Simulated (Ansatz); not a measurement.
# GaN: the cost of one run

Method: DFT LDA, scalar-relativistic, plane waves, PAW, in Ansatz 0.2.0.

3 further runs of the same task are left out: 3 set aside as unsound or not needed.

### 1 Starting point

Symmetry: F-43m, No. 216, cubic system. The conventional cell has a = 4.455 Å, b = 4.455 Å, c = 4.455 Å, α = 90.00°, β = 90.00°, γ = 90.00°. Ga (site symmetry -43m) has 4 N at 1.93 Å as nearest neighbours. Around N (site symmetry -43m) lie 4 Ga at 1.93 Å.

Coordinates:

```cif
data_structure
_symmetry_space_group_name_H-M 'F-43m'
_symmetry_Int_Tables_number 216
_cell_length_a 4.4554
_cell_length_b 4.4554
_cell_length_c 4.4554
_cell_angle_alpha 90.000
_cell_angle_beta 90.000
_cell_angle_gamma 90.000
_cell_volume 88.44
loop_
_atom_site_label
_atom_site_type_symbol
_atom_site_symmetry_multiplicity
_atom_site_Wyckoff_symbol
_atom_site_fract_x
_atom_site_fract_y
_atom_site_fract_z
_atom_site_occupancy
Ga1 Ga 4 a 0.00000 0.00000 0.00000 1
N1 N 4 c 0.25000 0.25000 0.25000 1
```

It goes back to an entry of the Materials Project.

This cell was relaxed beforehand with the same method: volume 11.06 Å³/atom, gap on the mesh 1.96 eV.

### 2 Relaxing at 20 GPa

At a set pressure the run lowers the enthalpy E + PV, so the energy alone may rise along the way.

Contents of input.yaml:

```yaml
crystal:
  lattice:
    - [0.0, 2.2277008293, 2.2277008293]
    - [2.2277008293, 0.0, 2.2277008293]
    - [2.2277008293, 2.2277008293, 0.0]
  atoms:
    - { symbol: Ga, position: [0.0, 0.0, 0.0] }
    - { symbol: "N", position: [0.75, 0.75, 0.75] }
basis:
  ecutwfc: 420
kpoints:
  mp_grid: { grid: [10, 10, 10] }
hamiltonian:
  xc: lda
scf:
  occupations: { method: fixed }
output:
  forces: true
  stress: true
  eigenvalues: true
  write_density: true
  write_potential: true
  elf: true
  volumetric_format: npy
relax:
  adjacent_minimum: "off"
  f_tol: 0.001
  max_steps: 60
  cell: { stress_tol: 0.02, p_target: 20.0 }
```

Run with:

```sh
ansatz run input.yaml --threads 1 --pin off --max-ram 3072MiB --backend cpu --events-out ev --progress --plain --runs-dir out
```

What time and memory should one allow on 1 thread of Intel Xeon at 2.50GHz (Skylake/Cascade Lake), shared host?

About 50 s, with a peak of 0.32 GiB.
